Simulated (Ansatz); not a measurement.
**Al + HF (AlHF) radical: an exchange reaction of three atoms**

A grid of calculations on Al + HF (the system Al + FH), spin multiplicity 2, to see where the energy is lowest and how it rises around there.

Program: Ansatz 0.2.0. Level of theory: UKS PBE-D4/def2-SVPD. These are calculated values, not measurements.

### 1 The part Al radical alone

File input.yaml:

```yaml
crystal:
  periodic: [false, false, false]
  atoms:
    - { symbol: Al, position_ang: [0.0, 0.0, 0.0] }
magnetization:
  spin_polarized: true
  initial_magnetization: 1
basis:
  gaussian: { orbitals: def2-SVPD }
hamiltonian:
  xc: pbe
```

Command:

```console
$ ansatz run input.yaml --threads 1 --pin off --max-ram 2560MiB --backend cpu --events-out ev --progress --plain --runs-dir out
```

Log:

```text
Warning: RAYON_NUM_THREADS=1 ignored (pool sized by the plan → 1); use --threads N
Engine: ansatz 0.2.0, x86_64-unknown-linux-gnu
Functional definition: PBE
  parameter kappa = 0.804
  parameter beta = 0.06672455060314922
  exchange = pbe_x(kappa = kappa, mu = beta*pi^2/3)
  correlation = pbe_c(beta = beta)
192 factors; their error is unknown
mean field evaluation 1: about -6589.0052 eV, gradient 1.6e0 eV
mean field evaluation 2: about -6589.0452 eV, gradient 3.2e-1 eV
mean field evaluation 4: about -6589.0469 eV, gradient 1.2e-2 eV
mean field evaluation 8: about -6589.0308 eV, gradient 2.3e-5 eV
mean field evaluation 16: about -6588.9366 eV, gradient 2.3e0 eV
mean field -6589.03078070 eV, -242.1424149851 hartree, gradient 2.3e-5 eV, S^2 0.754526; 1 other end points of the search recorded, 0 dependent functions left out
reference -6589.03080718 eV, -242.1424159582 hartree; 7, 6 occupied and 17, 18 virtual orbitals, 192 factors
Total energy: -6589.03080718 eV, -242.1424159582 hartree
```

Wall time 0.46 s (1 thread of Intel Xeon Platinum 8375C at 2.90GHz (Ice Lake), shared host); peak memory 0.084 GiB.

### 2 Reference: HF by itself

File input.yaml:

```yaml
crystal:
  periodic: [false, false, false]
  atoms:
    - { symbol: H, position_ang: [0.0, 0.0, 0.0] }
    - { symbol: F, position_ang: [0.91, 0.0, 0.0] }
basis:
  gaussian: { orbitals: def2-SVPD }
hamiltonian:
  xc: pbe
  dispersion: d4
output:
  forces: true
relax:
  f_tol: 0.003
  max_steps: 120
```

Command:

```console
$ ansatz run input.yaml --threads 1 --pin off --max-ram 2560MiB --backend cpu --events-out ev --progress --plain --runs-dir out
```

Log (excerpt; [...] marks lines left out):

```text
Warning: RAYON_NUM_THREADS=1 ignored (pool sized by the plan → 1); use --threads N
[...]
[... 1 set-up line as earlier in the session ...]
[...]
249 factors; their error is unknown
[...]
mean field -2728.73358726 eV, -100.2791097296 hartree, gradient 5.1e-5 eV, S^2 0.000000; 0 other end points of the search recorded, 0 dependent functions left out
[...]
reference -2728.73361406 eV, -100.2791107147 hartree; 5, 5 occupied and 26, 26 virtual orbitals, 249 factors
relax step   1: F+E_penalty+E_count = -2728.73547702 eV  Δ(F+E_penalty+E_count) = +0.000e0 eV  max|allowed force component| = 1.353e0 eV/Å  Δτ_max = 0.0000 Å  (20 SCF iters, accepted)
[...]
relax step   4: F+E_penalty+E_count = -2728.75025958 eV  Δ(F+E_penalty+E_count) = -1.910e-6 eV  max|allowed force component| = 7.650e-3 eV/Å  Δτ_max = 0.0002 Å  (16 SCF iters, accepted)
[...]
relax step   5: F+E_penalty+E_count = -2728.75026011 eV  Δ(F+E_penalty+E_count) = -5.294e-7 eV  max|allowed force component| = 4.742e-6 eV/Å  Δτ_max = 0.0001 Å  (14 SCF iters, accepted)
249 factors; their error is unknown
mean field -2728.74836114 eV, -100.2796526598 hartree, gradient 4.2e-5 eV, S^2 0.000000; 1 other end points of the search recorded, 0 dependent functions left out
[...]
reference -2728.74838800 eV, -100.2796536469 hartree; 5, 5 occupied and 26, 26 virtual orbitals, 249 factors
Total energy: -2728.75028697 eV, -100.2797234327 hartree
Atom 0 at    -0.011237     0.000000     0.000000 Å, force     0.000008     0.000000    -0.000000 eV/Å
Atom 1 at     0.921237    -0.000000    -0.000000 Å, force    -0.000008    -0.000000     0.000000 eV/Å
Dipole moment:    -0.373221    -0.000000     0.000000 e Å
```

It took 1.1 s on 1 thread of Intel Xeon Platinum 8375C at 2.90GHz (Ice Lake), shared host; peak memory 0.096 GiB.

Relaxation path:

```tsv
step	energy from step 1 (eV)	largest force component (eV/Å)
1	0.0000	1.3530
2	-0.0141	0.2848
3	-0.0148	0.0164
4	-0.0148	0.0076
5	-0.0148	0.0000
```

The bond:

```tsv
bond	before (Å)	after (Å)	change (Å)
H1–F2	0.910	0.932	+0.022
```

### 3 The grid

First coordinate, distance Al1–H2: 12 values from 1.216 to 3.616 Å. Second coordinate, distance H2–F3: 12 values from 0.728 to 3.128 Å.

Nothing else is relaxed (the angle Al1–H2–F3 is fixed at 160 degrees). Energies count from Al far from the relaxed HF (each part in its own basis). Points are written as (first, second).

Below, 2 of the grid's runs; all are launched alike.

### 4 The run at (1.216 Å, 2.062 Å)

File input.yaml:

```yaml
crystal:
  periodic: [false, false, false]
  atoms:
    - { symbol: Al, position_ang: [-1.216, 0.0, 0.0] }
    - { symbol: H, position_ang: [0.0, 0.0, 0.0] }
    - { symbol: F, position_ang: [1.937646, 0.705246, 0.0] }
magnetization:
  spin_polarized: true
  initial_magnetization: 1
basis:
  gaussian: { orbitals: def2-SVPD }
hamiltonian:
  xc: pbe
  dispersion: d4
output:
  forces: true
```

Command:

```console
$ ansatz run input.yaml --threads 1 --pin off --max-ram 2560MiB --backend cpu --events-out ev --progress --plain --runs-dir out
```

Log (excerpt; [...] marks lines left out):

```text
Warning: RAYON_NUM_THREADS=1 ignored (pool sized by the plan → 1); use --threads N
[...]
[... 1 set-up line as earlier in the session ...]
[...]
478 factors; their error is unknown
[...]
mean field -9314.37898305 eV, -342.2971141141 hartree, gradient 2.1e-5 eV, S^2 0.754680; 8 other end points of the search recorded, 0 dependent functions left out
[...]
reference -9314.37901878 eV, -342.2971154271 hartree; 12, 11 occupied and 43, 44 virtual orbitals, 478 factors
Total energy: -9314.40559203 eV, -342.2980919761 hartree
Atom 0 at    -1.216000     0.000000     0.000000 Å, force   -11.222476     0.155940     0.000000 eV/Å
Atom 1 at     0.000000     0.000000     0.000000 Å, force    12.119363     0.072638    -0.000000 eV/Å
Atom 2 at     1.937646     0.705246     0.000000 Å, force    -0.896888    -0.228578    -0.000000 eV/Å
Dipole moment:    -1.283989    -0.314033    -0.000000 e Å
```

It took 4.5 s on 1 thread of Intel Xeon Platinum 8375C at 2.90GHz (Ice Lake), shared host; peak memory 0.12 GiB.

On the map this point reads 3.38 eV.

### 5 The run at (2.307 Å, 0.990 Å)

File input.yaml:

```yaml
crystal:
  periodic: [false, false, false]
  atoms:
    - { symbol: Al, position_ang: [-2.307, 0.0, 0.0] }
    - { symbol: H, position_ang: [0.0, 0.0, 0.0] }
    - { symbol: F, position_ang: [0.930296, 0.3386, 0.0] }
magnetization:
  spin_polarized: true
  initial_magnetization: 1
basis:
  gaussian: { orbitals: def2-SVPD }
hamiltonian:
  xc: pbe
  dispersion: d4
output:
  forces: true
```

Command:

```console
$ ansatz run input.yaml --threads 1 --pin off --max-ram 2560MiB --backend cpu --events-out ev --progress --plain --runs-dir out
```

Log (excerpt; [...] marks lines left out):

```text
Warning: RAYON_NUM_THREADS=1 ignored (pool sized by the plan → 1); use --threads N
[...]
[... 1 set-up line as earlier in the session ...]
[...]
478 factors; their error is unknown
[...]
mean field -9318.10178862 eV, -342.4339246954 hartree, gradient 6.2e-6 eV, S^2 0.754873; 7 other end points of the search recorded, 0 dependent functions left out
[...]
reference -9318.10182511 eV, -342.4339260364 hartree; 12, 11 occupied and 43, 44 virtual orbitals, 478 factors
Total energy: -9318.12830759 eV, -342.4348992497 hartree
Atom 0 at    -2.307000     0.000000     0.000000 Å, force    -0.105035    -0.021046     0.000000 eV/Å
Atom 1 at     0.000000     0.000000     0.000000 Å, force     0.570582     0.242682    -0.000000 eV/Å
Atom 2 at     0.930296     0.338600     0.000000 Å, force    -0.465547    -0.221636     0.000000 eV/Å
Dipole moment:    -0.680244    -0.115994    -0.000000 e Å
```

Wall time 5.1 s (1 thread of Intel Xeon Platinum 8375C at 2.90GHz (Ice Lake), shared host); peak memory 0.12 GiB.

Energy on the map's scale: −0.35 eV.

### 6 Energy over the grid

124 points were computed, and 20 have no value (skipped by design, atoms too close, or no result). Energies in eV, from Al far from the relaxed HF (each part in its own basis):

```csv
"distance H2–F3 (Å) ↓, distance Al1–H2 (Å) →",1.216,1.322,1.478,1.659,1.860,2.077,2.307,2.550,2.802,3.065,3.336,3.616
3.128,3.98,–,2.37,–,2.34,2.66,3.05,3.45,3.81,4.12,4.34,–
2.848,3.89,2.95,2.28,2.09,2.24,2.56,2.95,3.35,3.72,4.03,4.37,4.42
2.577,3.76,–,2.15,–,2.11,2.43,2.82,–,3.58,–,4.17,–
2.314,3.59,2.66,1.98,1.79,1.93,2.24,2.62,3.01,3.37,3.70,3.98,4.14
2.062,3.38,2.45,1.77,–,1.69,–,2.35,2.72,3.06,–,3.61,3.80
1.819,3.14,2.20,1.50,1.27,1.36,1.63,1.96,2.30,2.60,2.86,3.08,3.25
1.589,2.93,–,1.21,0.92,0.96,–,1.43,–,1.96,2.18,2.37,2.52
1.372,2.83,1.80,0.95,0.56,0.49,0.59,0.77,0.97,1.16,1.33,1.48,1.61
1.171,3.00,–,0.85,–,0.05,0.01,0.07,–,0.29,0.41,0.51,–
0.990,3.50,2.26,1.10,0.35,−0.08,−0.28,−0.35,−0.34,−0.30,−0.25,−0.19,−0.13
0.834,4.58,3.32,2.09,–,0.69,0.36,0.19,0.12,0.11,0.12,0.15,–
0.728,6.62,5.33,4.07,3.17,2.59,2.22,2.00,1.89,1.85,1.85,1.86,1.89
```

The largest force on an atom (eV/Å) at each point:

```tsv
distance H2–F3 (Å) ↓, distance Al1–H2 (Å) →	1.216	1.322	1.478	1.659	1.860	2.077	2.307	2.550	2.802	3.065	3.336	3.616
3.128	11.6	–	2.7	–	1.2	1.7	1.7	1.5	1.3	1.0	0.6	–
2.848	11.7	7.0	2.8	0.4	1.2	1.7	1.7	1.5	1.3	1.1	0.3	0.4
2.577	11.8	–	3.0	–	1.2	1.6	1.7	–	1.4	–	0.8	–
2.314	11.9	7.3	3.2	0.8	1.2	1.6	1.7	1.5	1.3	1.1	1.1	1.0
2.062	12.1	7.5	3.5	–	1.1	–	1.6	1.5	1.5	–	1.8	1.8
1.819	12.3	7.8	3.8	1.5	1.5	1.7	1.9	2.1	2.3	2.5	2.6	2.7
1.589	12.4	–	4.2	2.1	2.0	–	2.7	–	3.3	3.4	3.6	3.7
1.372	12.3	8.1	4.5	2.7	2.3	2.9	3.4	3.8	4.1	4.4	4.6	4.7
1.171	13.3	–	4.5	–	2.4	2.6	3.3	–	4.3	4.6	4.8	–
0.990	14.0	9.7	5.6	3.0	1.4	0.6	0.6	1.1	1.5	1.7	2.0	2.1
0.834	14.2	11.8	11.5	–	10.6	10.0	9.4	9.0	8.7	8.6	8.4	–
0.728	28.8	28.6	28.3	27.9	27.6	27.3	27.0	26.7	26.4	26.3	26.2	26.2
```

The ⟨S²⟩ (ħ²) at each point:

| distance H2–F3 (Å) ↓, distance Al1–H2 (Å) → | 1.216 | 1.322 | 1.478 | 1.659 | 1.860 | 2.077 | 2.307 | 2.550 | 2.802 | 3.065 | 3.336 | 3.616 |
| --- | --- | --- | --- | --- | --- | --- | --- | --- | --- | --- | --- | --- |
| 3.128 | 0.75 | – | 0.75 | – | 0.75 | 0.75 | 0.76 | 0.76 | 0.78 | 0.87 | 1.04 | – |
| 2.848 | 0.75 | 0.75 | 0.75 | 0.75 | 0.75 | 0.75 | 0.75 | 0.76 | 0.77 | 0.83 | 1.20 | 1.13 |
| 2.577 | 0.75 | – | 0.75 | – | 0.75 | 0.75 | 0.75 | – | 0.76 | – | 0.92 | – |
| 2.314 | 0.75 | 0.75 | 0.75 | 0.75 | 0.75 | 0.75 | 0.75 | 0.75 | 0.75 | 0.75 | 0.76 | 1.08 |
| 2.062 | 0.75 | 0.75 | 0.75 | – | 0.75 | – | 0.75 | 0.75 | 0.75 | – | 0.75 | 0.86 |
| 1.819 | 0.76 | 0.76 | 0.76 | 0.76 | 0.76 | 0.76 | 0.75 | 0.75 | 0.75 | 0.75 | 0.76 | 0.77 |
| 1.589 | 0.76 | – | 0.76 | 0.76 | 0.76 | – | 0.75 | – | 0.75 | 0.75 | 0.76 | 0.76 |
| 1.372 | 0.76 | 0.76 | 0.76 | 0.76 | 0.76 | 0.76 | 0.75 | 0.75 | 0.75 | 0.75 | 0.75 | 0.75 |
| 1.171 | 0.76 | – | 0.76 | – | 0.75 | 0.75 | 0.75 | – | 0.75 | 0.75 | 0.75 | – |
| 0.990 | 0.75 | 0.75 | 0.75 | 0.75 | 0.75 | 0.75 | 0.75 | 0.75 | 0.75 | 0.75 | 0.75 | 0.75 |
| 0.834 | 0.76 | 0.75 | 0.75 | – | 0.75 | 0.75 | 0.75 | 0.75 | 0.75 | 0.75 | 0.75 | – |
| 0.728 | 0.76 | 0.76 | 0.75 | 0.75 | 0.75 | 0.75 | 0.75 | 0.75 | 0.75 | 0.75 | 0.75 | 0.75 |

### 7 Outcome

```
                                            quantity                                                                               value
                                        lowest point                                                        (2.307 Å, 0.990 Å), −0.35 eV
highest computed point (blank points may lie higher)                                        (1.216 Å, 0.728 Å), 6.97 eV above the lowest
                     largest force on an atom (eV/Å)    0.3 at (3.336 Å, 2.848 Å) to 28.8 at (1.216 Å, 0.728 Å); 0.6 at the lowest point
                                           ⟨S²⟩ (ħ²)  0.75 at (1.216 Å, 3.128 Å) to 1.20 at (3.336 Å, 2.848 Å); 0.75 at the lowest point
                             time for the whole task                                                     14 min on 1 thread, shared host
```

**Reading.** The lowest computed point is at (2.307 Å, 0.990 Å), −0.35 eV from Al far from the relaxed HF (each part in its own basis). The highest computed point, (1.216 Å, 0.728 Å), lies 6.97 eV above the lowest. Between some neighbouring points the energy changes steeply; a change of electronic state there was not ruled out.
